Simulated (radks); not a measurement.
# Kr in [Ar] 3d10 4s1 4p6 4d1: an all-electron calculation

Aim: the levels, the sizes of the orbitals and the parts of the energy of neutral krypton.

Program: radks (a radial shooting solver on a logarithmic mesh, Libxc functionals) version 1. Level of theory: Dirac Kohn-Sham, Wu-Cohen GGA, spin-unpolarised, spherical densities, point nucleus; open shells are shared between the two j in proportion to 2j + 1. These are calculated values, not measurements, unless marked.

**1. Starting point**

* element: krypton (Z = 36)
* charge: 0
* electrons: 36
* configuration: [Ar] 3d10 4s1 4p6 4d1

The outer shells:

Kr
```
[Ar] core
3d [↑↓][↑↓][↑↓][↑↓][↑↓]
4s [↑ ]
4p [↑↓][↑↓][↑↓]
4d [↑ ][  ][  ][  ][  ]
```

**2. Self-consistent calculation**

Input:

```text
Z 36
configuration [Ar] 3d10 4s1 4p6 4d1 5s0 5p0 4f0 5d0
relativity Dirac
functional wc,pbe
spin unpolarised
j_filling average
nucleus point
c 137.035999084
```

The run is started by

```
$ python run_ks.py task.json out
```

The same process makes all the runs of this session.

**Question.** What will this run give?

The runs gave:

| quantity | value |
| --- | --- |
| total energy | -2788.95333 hartree |
| exchange-correlation share of it | 3.43 % |
| −T/E | 1.0269 |
| highest occupied level | 4d5/2, -0.613 eV |
| most extended occupied level | 4d5/2, <r> = 8.00 bohr |
| radius at density 0.001 e/bohr³ | 3.98 bohr |
| maxima of the radial density | 4 |

What this shows: 4 principal shells are occupied and 4 maxima appear in the radial density. −T/E is 1.027: with relativity the kinetic term as defined here no longer equals −E. This is not the tabulated ground configuration, so its levels and sizes aren't those of the ground state, and no measured value stands beside it.
